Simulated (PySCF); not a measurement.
# MoOF₂: triplet, from a PBE0 minimum start

The task is one start of a wider search on MoOF₂: the triplet, from a PBE0 minimum start. It is relaxed, tested by its Hessian and followed downhill if it is a saddle.

Computed with PySCF 2.14.0. Level: PBE0, basis Mo def2-SVP with ECP28, O def2-SVP, F def2-SVP, scalar-relativistic core potentials, no spin–orbit coupling, density fitting.

**1. Where the work starts**

4 atoms, charge 0, spin multiplicity 3.

Bond lengths: Mo1–O2 1.651 Å, Mo1–F3 1.867 Å, Mo1–F4 1.867 Å. Angles: O2–Mo1–F3 122.1°, O2–Mo1–F4 122.1°, F3–Mo1–F4 115.8°.

```xyz
4
charge 0 multiplicity 3
Mo   -0.0634    0.0000   -0.0390
O    -1.4698    0.0000   -0.9035
F    -0.0469    0.0000    1.8283
F     1.6101    0.0000   -0.8674
```

**2. First SCF at the start**

The steps below are one call of a driver around PySCF. For each, scf.py gives the equivalent set-up of the SCF; relaxations use the driver's own optimiser. After this first run the driver tries any further starts and a stability analysis.

File scf.py:

```python
from pyscf import gto, scf, dft
mol = gto.M(atom='''
Mo    -0.063421    -0.000000    -0.038986
O     -1.469807    -0.000000    -0.903516
F     -0.046935     0.000000     1.828259
F      1.610104    -0.000000    -0.867351''',
    basis={'Mo': 'def2-SVP', 'O': 'def2-SVP', 'F': 'def2-SVP'},
    ecp={'Mo': 'def2-SVP'},
    charge=0, spin=2)
mf = dft.UKS(mol, xc='PBE0')
mf.grids.atom_grid = (50, 194)
aux = {'Mo': 'def2-universal-JKFIT', 'O': 'def2-universal-JKFIT', 'F': 'def2-universal-JKFIT'}
mf = mf.density_fit(auxbasis=aux)
mf.conv_tol = 1e-08
mf.diis_space = 10
mf.max_cycle = 60
mf.init_guess = 'minao'
mf.verbose = 4
mf.kernel()
```

Launch:

```console
$ OMP_NUM_THREADS=2 python axn.py task.json out
```

After this run come: Relaxing the triplet from the PBE0 minimum start; Frequencies.

Q: Predict the outcome of this session. Wanted: minimum; geometry; wavenumbers; dipole moment; highest occupied, lowest empty level; polar-tensor charge of Mo1; zero-point energy; atomisation energy; ⟨S²⟩.

**Answer**, as computed:

| quantity | value |
| --- | --- |
| minimum | triplet, C2v |
| geometry | Mo–F 1.867 Å (×2), Mo–O 1.651 Å; F–Mo–F 115.8°, F–Mo–O 122.1° (×2) |
| wavenumbers (cm⁻¹) | 158 (b1), 162 (a1), 185 (b2), 678 (a1), 694 (b2), 1085 (a1) |
| dipole moment | 0.03 D |
| highest occupied, lowest empty level (either spin) | -7.52, -3.32 eV |
| polar-tensor charge of Mo1 | +2.03 e |
| zero-point energy | 17.7 kJ/mol |
| entropy at 298.15 K | 315.9 J/(mol K) |
| atomisation energy (no zero-point energy) | 1610 kJ/mol |
| ⟨S²⟩ | 2.019 |

What this shows: The molecule stays C2v, as typed, and the end point is a minimum. The strongest infrared band lies at 1085 cm⁻¹ (a1, stretch). Most of the spin sits on Mo1 (Mulliken spin 2.08, against 2 for the whole molecule). Only this shape and spin were tried, so other structures or states may lie lower. One determinant may miss the lowest occupation of an open d or f shell.
